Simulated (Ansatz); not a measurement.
# Al4GaRu2: the cost of one run

Program: Ansatz 0.2.0. Level of theory: DFT PBE, scalar-relativistic, plane waves, PAW, unless a step names another level. These are calculated values, not measurements.

7 further runs of the same task are left out: 7 set aside as unsound or not needed.

## Step 1: Plan

Pauling electronegativities: Al 1.61, Ga 1.81, Ru 2.20 (spread 0.59). It is an alloy, so charge balance gives no guide. Tabulated atomic sizes suggest about 15 Å³/atom. 25 candidates were drawn, by swapping species into database cells of other compounds, at random by space group and Wyckoff sites, or by hand, as the table says:

```
name                                                made from  space group no.                Wyckoff sites  atoms (primitive cell)  V (Å³/atom)
 c01                                                   random              191      Al 3f, 1b; Ga 1a; Ru 2d                       7         14.7
 c02                                database cell of SrIn2Te4               87          Al 8h; Ga 2b; Ru 4d                       7         19.7
 c03                                 database cell of Ta2NiS4              164      Al 2d, 2d; Ga 1b; Ru 2c                       7         13.4
 c04                                                   random              164      Al 1a, 3f; Ga 1b; Ru 2d                       7         18.3
 c05                                                   random              191          Al 4h; Ga 1a; Ru 2e                       7         16.7
 c06                                                   random              191      Al 3g, 1b; Ga 1a; Ru 2c                       7         18.3
 c07                                 database cell of BaNi2P4               71      Al 4h, 4j; Ga 2a; Ru 4f                       7         13.8
 c08                                 database cell of BaNi2P4              139          Al 8j; Ga 2a; Ru 4d                       7         13.8
 c09                                                   random              191      Al 3f, 1b; Ga 1a; Ru 2e                       7         15.8
 c10                                                   random              164      Al 3e, 1a; Ga 1b; Ru 2d                       7         16.5
 c11                                                   random               65  Al 4j, 4f; Ga 2b; Ru 2a, 2d                       7         15.9
 c12                                database cell of ErTi2Ga4              139          Al 8h; Ga 2a; Ru 4d                       7         14.9
 c13                                database cell of CeRe4Si2               65      Al 4j, 4i; Ga 2a; Ru 4j                       7         14.1
 c14                                                   random               65      Al 4f, 4e; Ga 2b; Ru 4g                       7         18.7
 c15                                                   random              187  Al 3j, 1d; Ga 1a; Ru 1f, 1b                       7         16.2
 c16                                                   random              123      Al 4l; Ga 1b; Ru 1c, 1d                       7         18.9
 c17                                                   random               99      Al 4f; Ga 1b; Ru 1a, 1b                       7         16.4
 c18                                database cell of LiMg4Si2              123      Al 4i; Ga 1c; Ru 1a, 1d                       7         19.1
 c19                                                   random              187  Al 2g, 2i; Ga 1a; Ru 1c, 1d                       7         18.4
 c20                                                   random               65          Al 8q; Ga 2a; Ru 4i                       7         18.3
 c21                   built by hand: Mn2Hg5 / V2Ga5, ordered              127          Al 8i; Ga 2d; Ru 4h                      14         14.8
 c22  built by hand: Fe2Al5, chain-ordered monoclinic variant               12          Al 8j; Ga 2b; Ru 4i                       7         14.8
 c23                                database cell of Cs2PtCl4              123          Al 4j; Ga 1a; Ru 2e                       7         17.2
 c24                                                   random              164      Al 2d, 2c; Ga 1b; Ru 2d                       7         17.2
 c25                                                   random               99          Al 4d; Ga 1a; Ru 2c                       7         17.7
```

## Step 2: Screening run of c10

input.yaml

```yaml
crystal:
  lattice:
    - [4.76449188, 0.0, 0.0]
    - [-2.38224594, 4.126171, 0.0]
    - [0.0, 0.0, 5.87921163]
  atoms:
    - { symbol: Al, position: [0.5, 0.0, 0.0] }
    - { symbol: Al, position: [0.0, 0.5, 0.0] }
    - { symbol: Al, position: [0.5, 0.5, 0.0] }
    - { symbol: Al, position: [0.0, 0.0, 0.0] }
    - { symbol: Ga, position: [0.0, 0.0, 0.5] }
    - { symbol: Ru, position: [0.33333333, 0.66666667, 0.5356105] }
    - { symbol: Ru, position: [0.66666667, 0.33333333, 0.4643895] }
basis:
  ecutwfc: 420
kpoints:
  mp_grid: { grid: [4, 4, 3] }
hamiltonian:
  xc: pbe
scf:
  occupations: { method: gaussian, width: 0.2 }
  lower_state_search: "off"
output:
  forces: true
  stress: true
  eigenvalues: true
relax:
  adjacent_minimum: "off"
  f_tol: 0.08
  max_steps: 16
  cell: { stress_tol: 0.8 }
```

Run with:

```
$ ansatz run input.yaml --threads 1 --pin off --max-ram 2560MiB --backend cpu --events-out ev --progress --plain --runs-dir out
```

What time and memory should one allow on 1 thread of Arm Neoverse V1, shared host?

About 30 s, with a peak of 0.39 GiB.
